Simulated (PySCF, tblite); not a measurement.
# C₆H₁₁NSi+ (doublet): geometry, infrared bands and EPR parameters

Wanted: the infrared bands and EPR parameters of C₆H₁₁NSi+ (doublet) (`C=N[SiH2][C+]=[C]CCC`), by calculation.

Computed with tblite 0.8.0 and PySCF 2.14.0, with density-fitted response routines of our own, on a single molecule in the gas phase. Atoms count from 0, in the outputs and in this text.

### Step 1. Starting geometry

19 atoms, charge 1, multiplicity 2; geometry from: force field or distance geometry start.

Bonds of the start (Å): C0–N1 1.27, N1–Si2 1.78, Si2–C3 1.81, C3–C4 1.32, C4–C5 1.52, C5–C6 1.51, C6–C7 1.52, C0–H8 1.09, C0–H9 1.09, Si2–H10 1.48, Si2–H11 1.47, C5–H12 1.11, C5–H13 1.11, C6–H14 1.13, C6–H15 1.10, C7–H16 1.10, C7–H17 1.10, C7–H18 1.10.

### Step 2. Optimising the geometry with GFN2-xTB

What the job is given:

```
{"job": {"kind": "relax", "xc": "GFN2-xTB", "basis": "xTB"}, "charge": 1, "multiplicity": 2}
C     -3.830100     0.772100     0.594900
N     -3.208700    -0.261900     0.981600
Si    -2.344200    -1.370300    -0.113400
C     -0.593300    -1.306400     0.348500
C      0.695400    -1.019300     0.420200
C      1.224600    -0.004500    -0.573700
C      2.087700     0.995100     0.166100
C      3.222900     0.218700     0.815200
H     -3.865500     1.012300    -0.469500
H     -4.345100     1.412200     1.318300
H     -2.566000    -0.971300    -1.517300
H     -2.798800    -2.748800     0.132100
H      0.314900     0.480000    -0.980800
H      1.758100    -0.516400    -1.394900
H      1.419200     1.431900     0.971000
H      2.431500     1.791400    -0.506900
H      2.752500    -0.585600     1.407900
H      3.812900     0.932700     1.408000
H      3.822100    -0.252600     0.015300
```

Run with:

```console
OMP_NUM_THREADS=1 python probes_run.py task.json out
```

One launch serves the whole session: the jobs run in the order shown.

**Question.** This job is followed by: GFN2-xTB harmonic vibrations, gas phase; UKS B3LYP, pcH-1 on C H N Si, non-relativistic, mean-field spin-orbit, GIAO. Predict these results of the whole session: strongest single infrared mode (GFN2-xTB); zero-point energy (GFN2-xTB); g(iso) (B3LYP); ⟨S²⟩; largest a(iso) (averaged by class).

**Answer**, as computed:

| quantity | value |
| --- | --- |
| strongest single infrared mode (GFN2-xTB) | 1818 cm⁻¹, 303 km/mol |
| zero-point energy (GFN2-xTB) | 90.5 kcal/mol |
| g(iso) (B3LYP) | 2.00324 |
| ⟨S²⟩ | 0.759 (exact 0.75) |
| largest a(iso) (averaged by class) | 1H on H8, 219.5 MHz |

What this shows: The optimisation took 142 steps and gained 2.358 eV; among the close pairs (by a distance rule), C3–C4 changed most, from 1.322 to 1.213 Å. No mode is imaginary among the 51: a minimum at this level. The strongest single mode, at 1818 cm⁻¹, moves mainly N1 and C0. GFN2-xTB is a fitted tight-binding method: band positions and strengths are rough. Its intensities can rank the bands wrongly. Most of the unpaired spin sits on N1 (0.72 e). The isotropic g lies 0.9 ppt above the free-electron value. These values are for one conformer; the search (at its own cheap level) found 2 more, at 0.49, 0.67 kcal/mol, and measured spectra average over such forms.
